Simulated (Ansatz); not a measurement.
# TiSi16: the cost of one run

All numbers below are computed with Ansatz 0.2.0 (DFT PBEsol, plane waves, PAW, scalar-relativistic, no spin polarisation).

### 1 The starting structure

The cell holds 17 atoms (Si16Ti): a = 7.679 Å, b = 7.679 Å, c = 7.679 Å, α = 60.00°, β = 60.00°, γ = 60.00°.

Structure file:

```
CELL_PARAMETERS angstrom
0.00000 5.43000 5.43000
5.43000 0.00000 5.43000
5.43000 5.43000 0.00000
ATOMIC_POSITIONS crystal
Si 0.00000 0.00000 0.00000
Si 0.12500 0.12500 0.12500
Si 0.00000 0.00000 0.50000
Si 0.12500 0.12500 0.62500
Si 0.00000 0.50000 0.00000
Si 0.12500 0.62500 0.12500
Si 0.00000 0.50000 0.50000
Si 0.12500 0.62500 0.62500
Si 0.50000 0.00000 0.00000
Si 0.62500 0.12500 0.12500
Si 0.50000 0.00000 0.50000
Si 0.62500 0.12500 0.62500
Si 0.50000 0.50000 0.00000
Si 0.62500 0.62500 0.12500
Si 0.50000 0.50000 0.50000
Si 0.62500 0.62500 0.62500
Ti 0.25781 0.24479 0.75511
```

### 2 End point A

The input, input.yaml:

```yaml
crystal:
  lattice:
    - [0.0, 5.43, 5.43]
    - [5.43, 0.0, 5.43]
    - [5.43, 5.43, 0.0]
  atoms:
    - { symbol: Si, position: [0.0, 0.0, 0.0] }
    - { symbol: Si, position: [0.125, 0.125, 0.125] }
    - { symbol: Si, position: [0.0, 0.0, 0.5] }
    - { symbol: Si, position: [0.125, 0.125, 0.625] }
    - { symbol: Si, position: [0.0, 0.5, 0.0] }
    - { symbol: Si, position: [0.125, 0.625, 0.125] }
    - { symbol: Si, position: [0.0, 0.5, 0.5] }
    - { symbol: Si, position: [0.125, 0.625, 0.625] }
    - { symbol: Si, position: [0.5, 0.0, 0.0] }
    - { symbol: Si, position: [0.625, 0.125, 0.125] }
    - { symbol: Si, position: [0.5, 0.0, 0.5] }
    - { symbol: Si, position: [0.625, 0.125, 0.625] }
    - { symbol: Si, position: [0.5, 0.5, 0.0] }
    - { symbol: Si, position: [0.625, 0.625, 0.125] }
    - { symbol: Si, position: [0.5, 0.5, 0.5] }
    - { symbol: Si, position: [0.625, 0.625, 0.625] }
    - { symbol: Ti, position: [0.2578126, 0.2447874, 0.7551114] }
basis:
  ecutwfc: 420.0
kpoints:
  mp_grid: { grid: [2, 2, 2] }
hamiltonian:
  xc: pbesol
  pseudopotentials: { kind: paw, azcp: { folder: soft_1 } }
scf:
  occupations: { method: gaussian, width: 0.05 }
  lower_state_search: "off"
relax:
  f_tol: 0.03
  max_steps: 60
  adjacent_minimum: "off"
```

Command:

```
> ansatz run input.yaml --threads 1 --pin off --max-ram 3072MiB --backend cpu --events-out ev --progress --plain --runs-dir out
```

**Question.** How long does this run take on 1 thread of Arm Neoverse V2, shared host, and how much memory does it need?

About 27 s, with a peak of 0.55 GiB.
